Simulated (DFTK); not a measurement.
# CsLiCr2Te2S3 in DFTK: the effect of pseudo set

The system is CsLiCr2Te2S3.

```
CELL_PARAMETERS angstrom
3.60358 0.00000 0.00000
-1.80179 3.12079 0.00000
0.00000 0.00000 19.06651
ATOMIC_POSITIONS crystal
Cs 0.00000 0.00000 0.37399
Li 0.66667 0.33333 0.01607
Cr 0.00000 0.00000 0.86637
Cr 0.33333 0.66667 0.16833
Te 0.33333 0.66667 0.53891
Te 0.66667 0.33333 0.77276
S 0.00000 0.00000 0.10030
S 0.33333 0.66667 0.92920
S 0.66667 0.33333 0.23408
```

The cell was built by a generator and needn't be a form met in nature.

Alike in all runs:

- Program: DFTK 0.8.2
- Task: single point
- Functional: PBE
- k mesh: 4 × 4 × 1
- Occupations: fermi-dirac, width 0.05 eV
- Spin: collinear spin, ferromagnetic start
- Starting moments: [0.0, 0.0, 3.0, 3.0, 0.0, 0.0, 0.0, 0.0, 0.0] μB

| pseudo set | cutoff | pressure (GPa) | moment (μB) | largest force (eV/Å) |
| --- | --- | --- | --- | --- |
| dojo.nc.sr.pbe.v0_4_1.standard.upf (PBE) | 1279 eV | 0.0 | 5.65 | 0.22 |
| SG15 1.2 (PBE) | 1225 eV | 0.3 | 5.66 | 0.25 |
| SPMS 1.0 (PBE) | 1225 eV | ? | ? | ? |

Problem. What does the run with pseudo set SPMS 1.0 (PBE) give?

Solution. Pressure 0.0 GPa; moment 5.65 μB; largest force 0.21 eV/Å.

Caveats: all runs use coarse meshes; only a ferromagnetic start was run, and an antiferromagnetic order may lie lower in energy.
